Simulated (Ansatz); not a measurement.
# C5H4FN: geometry optimisation

The task: find the minimum of C5H4FN nearest to the start.

Computed with Ansatz 0.2.0. Level: RKS PBE0-D4/def2-SVP.

### 1 Starting geometry

SMILES `Fc1ccccn1`, 11 atoms, charge 0, spin multiplicity 1.

Atoms are counted from 1 here; the program's logs count them from 0.

Bond lengths: F1–C2 1.342 Å, C2–C3 1.405 Å, C2–N7 1.320 Å, C3–C4 1.399 Å, C3–H8 1.099 Å, C4–C5 1.406 Å, C4–H9 1.101 Å, C5–C6 1.402 Å, C5–H10 1.100 Å, C6–N7 1.345 Å, C6–H11 1.104 Å. Angles: F1–C2–C3 118.4°, F1–C2–N7 116.3°, C3–C2–N7 125.3°, C2–C3–C4 116.8°, C2–C3–H8 120.6°, C4–C3–H8 122.6°, C3–C4–C5 119.3°, C3–C4–H9 119.9°, C5–C4–H9 120.8°, C4–C5–C6 118.0°, C4–C5–H10 121.3°, C6–C5–H10 120.7°, C5–C6–N7 123.3°, C5–C6–H11 120.6°, N7–C6–H11 116.1°, C2–N7–C6 117.3°.

Geometry (Å):

```mol
C5H4FN
  3D, bonds by distance, orders not assigned

 11 11  0  0  0  0  0  0  0  0999 V2000
   -0.2887   -2.7528   -0.0908 F   0  0
   -0.1611   -1.4176   -0.1318 C   0  0
    0.1246   -0.7360    1.0634 C   0  0
    0.2503    0.6548    0.9813 C   0  0
    0.0887    1.2881   -0.2631 C   0  0
   -0.1946    0.4865   -1.3783 C   0  0
   -0.3182   -0.8515   -1.3133 N   0  0
    0.2402   -1.2865    2.0076 H   0  0
    0.4734    1.2403    1.8862 H   0  0
    0.1806    2.3792   -0.3642 H   0  0
   -0.3298    0.9384   -2.3766 H   0  0
  1  2  8  0
  2  3  8  0
  2  7  8  0
  3  4  8  0
  3  8  8  0
  4  5  8  0
  4  9  8  0
  5  6  8  0
  5 10  8  0
  6  7  8  0
  6 11  8  0
M  END
```

### 2 Relaxation

The input, input.yaml:

```yaml
crystal:
  periodic: [false, false, false]
  atoms:
    - { symbol: F, position_ang: [-0.288707, -2.752785, -0.090774] }
    - { symbol: C, position_ang: [-0.161077, -1.417602, -0.13177] }
    - { symbol: C, position_ang: [0.124589, -0.736005, 1.063449] }
    - { symbol: C, position_ang: [0.250277, 0.65482, 0.981279] }
    - { symbol: C, position_ang: [0.088699, 1.288114, -0.263142] }
    - { symbol: C, position_ang: [-0.194586, 0.486454, -1.378285] }
    - { symbol: "N", position_ang: [-0.318183, -0.85145, -1.313335] }
    - { symbol: H, position_ang: [0.240152, -1.286488, 2.007608] }
    - { symbol: H, position_ang: [0.4734, 1.240308, 1.88622] }
    - { symbol: H, position_ang: [0.180554, 2.37915, -0.36416] }
    - { symbol: H, position_ang: [-0.329818, 0.938384, -2.376589] }
basis:
  gaussian: { orbitals: def2-SVP }
hamiltonian:
  xc: pbe0
  dispersion: d4
output:
  forces: true
relax:
  f_tol: 0.003
  max_steps: 120
```

Started as:

```
> ansatz run input.yaml --threads 1 --pin off --max-ram 2560MiB --backend cpu --events-out ev --progress --plain --runs-dir out
```

Log:

```text
Warning: RAYON_NUM_THREADS=1 ignored (pool sized by the plan → 1); use --threads N
The last accepted step is kept in <dir> (removed where the run ends without a failure and the disk answers)
Engine: ansatz 0.2.0, aarch64-unknown-linux-gnu
Functional definition: PBE0
  parameter a = 0.25
  parameter kappa = 0.804
  parameter beta = 0.06672455060314922
  exchange = (1 - a)*pbe_x(kappa = kappa, mu = beta*pi^2/3) + a*exact_x
  correlation = pbe_c(beta = beta)
1365 factors; integrals over basis functions are off by at most 4.2e-4 eV
mean field evaluation 1: about -9434.1830 eV, gradient 4.6e1 eV
mean field evaluation 2: about -9432.8864 eV, gradient 5.3e1 eV
mean field evaluation 4: about -9439.2709 eV, gradient 2.8e0 eV
mean field evaluation 8: about -9439.3565 eV, gradient 1.1e-1 eV
mean field evaluation 16: about -9439.3566 eV, gradient 2.5e-5 eV
mean field -9439.35655107 eV, -346.8899550262 hartree, gradient 2.4e-5 eV, S^2 0.000000; 0 other end points of the search recorded, 0 dependent functions left out
the calculation of the forces begins
reference -9439.35657417 eV, -346.8899558749 hartree; 25, 25 occupied and 93, 93 virtual orbitals, 1365 factors
relax step   1: F+E_penalty+E_count = -9439.58673157 eV  Δ(F+E_penalty+E_count) = +0.000e0 eV  max|allowed force component| = 7.687e-1 eV/Å  Δτ_max = 0.0000 Å  (29 SCF iters, accepted)
these checks for a lower state are left out or cut short: starts, cluster_reference, orbital_swaps, neighbouring_geometries, increment
1365 factors; integrals over basis functions are off by at most 4.1e-4 eV
mean field -9439.38404874 eV, -346.8909655467 hartree, gradient 1.3e-5 eV, S^2 0.000000; 0 other end points of the search recorded, 0 dependent functions left out
the calculation of the forces begins
reference -9439.38407170 eV, -346.8909663905 hartree; 25, 25 occupied and 93, 93 virtual orbitals, 1365 factors
relax step   2: F+E_penalty+E_count = -9439.61509692 eV  Δ(F+E_penalty+E_count) = -2.837e-2 eV  max|allowed force component| = 2.870e-1 eV/Å  Δτ_max = 0.0194 Å  (32 SCF iters, accepted)
these checks for a lower state are left out or cut short: starts, cluster_reference, orbital_swaps, neighbouring_geometries, increment
1365 factors; integrals over basis functions are off by at most 4.0e-4 eV
mean field -9439.38613897 eV, -346.8910423613 hartree, gradient 1.7e-5 eV, S^2 0.000000; 0 other end points of the search recorded, 0 dependent functions left out
the calculation of the forces begins
reference -9439.38616188 eV, -346.8910432033 hartree; 25, 25 occupied and 93, 93 virtual orbitals, 1365 factors
relax step   3: F+E_penalty+E_count = -9439.61747837 eV  Δ(F+E_penalty+E_count) = -2.381e-3 eV  max|allowed force component| = 7.630e-2 eV/Å  Δτ_max = 0.0076 Å  (26 SCF iters, accepted)
these checks for a lower state are left out or cut short: starts, cluster_reference, orbital_swaps, neighbouring_geometries, increment
1365 factors; integrals over basis functions are off by at most 4.0e-4 eV
mean field evaluation 32: about -9439.3862 eV, gradient 8.6e-2 eV
mean field -9439.38620048 eV, -346.8910446217 hartree, gradient 8.8e-6 eV, S^2 0.000000; 0 other end points of the search recorded, 0 dependent functions left out
the calculation of the forces begins
reference -9439.38622339 eV, -346.8910454637 hartree; 25, 25 occupied and 93, 93 virtual orbitals, 1365 factors
relax step   4: F+E_penalty+E_count = -9439.61753525 eV  Δ(F+E_penalty+E_count) = -5.688e-5 eV  max|allowed force component| = 2.645e-2 eV/Å  Δτ_max = 0.0008 Å  (25 SCF iters, accepted)
these checks for a lower state are left out or cut short: starts, cluster_reference, orbital_swaps, neighbouring_geometries, increment
1365 factors; integrals over basis functions are off by at most 4.0e-4 eV
mean field -9439.38622063 eV, -346.8910453623 hartree, gradient 4.8e-5 eV, S^2 0.000000; 0 other end points of the search recorded, 0 dependent functions left out
the calculation of the forces begins
reference -9439.38624354 eV, -346.8910462042 hartree; 25, 25 occupied and 93, 93 virtual orbitals, 1365 factors
relax step   5: F+E_penalty+E_count = -9439.61754811 eV  Δ(F+E_penalty+E_count) = -1.286e-5 eV  max|allowed force component| = 1.693e-3 eV/Å  Δτ_max = 0.0006 Å  (21 SCF iters, accepted)
1365 factors; integrals over basis functions are off by at most 4.0e-4 eV
mean field -9439.38622063 eV, -346.8910453623 hartree, gradient 4.8e-5 eV, S^2 0.000000; 1 other end points of the search recorded, 0 dependent functions left out
the calculation of the forces begins
reference -9439.38624354 eV, -346.8910462042 hartree; 25, 25 occupied and 93, 93 virtual orbitals, 1365 factors
Total energy: -9439.61757102 eV, -346.8995473322 hartree
Atom 0 at    -0.285531    -2.726636    -0.088667 Å, force    -0.000184     0.000412    -0.000188 eV/Å
Atom 1 at    -0.160074    -1.407737    -0.131618 Å, force    -0.000876    -0.000343     0.000327 eV/Å
Atom 2 at     0.123585    -0.730936     1.055509 Å, force     0.000597    -0.000454     0.001693 eV/Å
Atom 3 at     0.248701     0.649822     0.975577 Å, force    -0.000614    -0.000204    -0.001460 eV/Å
Atom 4 at     0.087854     1.277618    -0.261312 Å, force     0.000321    -0.000489    -0.000154 eV/Å
Atom 5 at    -0.193157     0.481841    -1.367552 Å, force    -0.000069     0.000430     0.000148 eV/Å
Atom 6 at    -0.315330    -0.844225    -1.301354 Å, force     0.001272    -0.000198    -0.000138 eV/Å
Atom 7 at     0.237352    -1.281819     1.990077 Å, force     0.000177     0.000206    -0.000136 eV/Å
Atom 8 at     0.470396     1.232963     1.872689 Å, force    -0.000231    -0.000287    -0.000015 eV/Å
Atom 9 at     0.178429     2.360111    -0.365362 Å, force     0.000218     0.000514    -0.000074 eV/Å
Atom 10 at    -0.326924     0.931897    -2.357486 Å, force    -0.000610     0.000414    -0.000003 eV/Å
Dipole moment:     0.117939     0.529502     0.354952 e Å
```

It took 40 s on 1 thread of Arm Neoverse V1, shared host; peak memory 0.29 GiB.

The steps of the relaxation:

| step | energy from step 1 (eV) | largest force component (eV/Å) |
| --- | --- | --- |
| 1 | 0.0000 | 0.7687 |
| 2 | -0.0284 | 0.2870 |
| 3 | -0.0307 | 0.0763 |
| 4 | -0.0308 | 0.0265 |
| 5 | -0.0308 | 0.0017 |

Distances of close pairs at the start and the end, largest changes first:

| bond | before (Å) | after (Å) | change (Å) |
| --- | --- | --- | --- |
| F1–C2 | 1.342 | 1.326 | -0.016 |
| C2–N7 | 1.320 | 1.308 | -0.012 |
| C6–N7 | 1.345 | 1.333 | -0.012 |
| C5–C6 | 1.402 | 1.391 | -0.011 |
| C3–C4 | 1.399 | 1.389 | -0.010 |
| C2–C3 | 1.405 | 1.396 | -0.010 |
| C4–C5 | 1.406 | 1.396 | -0.009 |
| C6–H11 | 1.104 | 1.096 | -0.009 |

### 3 Outcome

```
             quantity      value
        energy gained  0.0308 eV
root mean square move    0.016 Å
        dipole moment     3.11 D
```

What this shows: Bond lengths: F1–C2 1.326 Å, C2–C3 1.396 Å, C2–N7 1.308 Å, C3–C4 1.389 Å, C3–H8 1.091 Å, C4–C5 1.396 Å, C4–H9 1.093 Å, C5–C6 1.391 Å, C5–H10 1.091 Å, C6–N7 1.333 Å, C6–H11 1.096 Å. Angles: F1–C2–C3 118.3°, F1–C2–N7 116.5°, C3–C2–N7 125.2°, C2–C3–C4 116.8°, C2–C3–H8 120.3°, C4–C3–H8 122.8°, C3–C4–C5 119.2°, C3–C4–H9 120.1°, C5–C4–H9 120.7°, C4–C5–C6 118.1°, C4–C5–H10 121.4°, C6–C5–H10 120.6°, C5–C6–N7 123.2°, C5–C6–H11 120.5°, N7–C6–H11 116.2°, C2–N7–C6 117.5°. No frequencies were computed here.
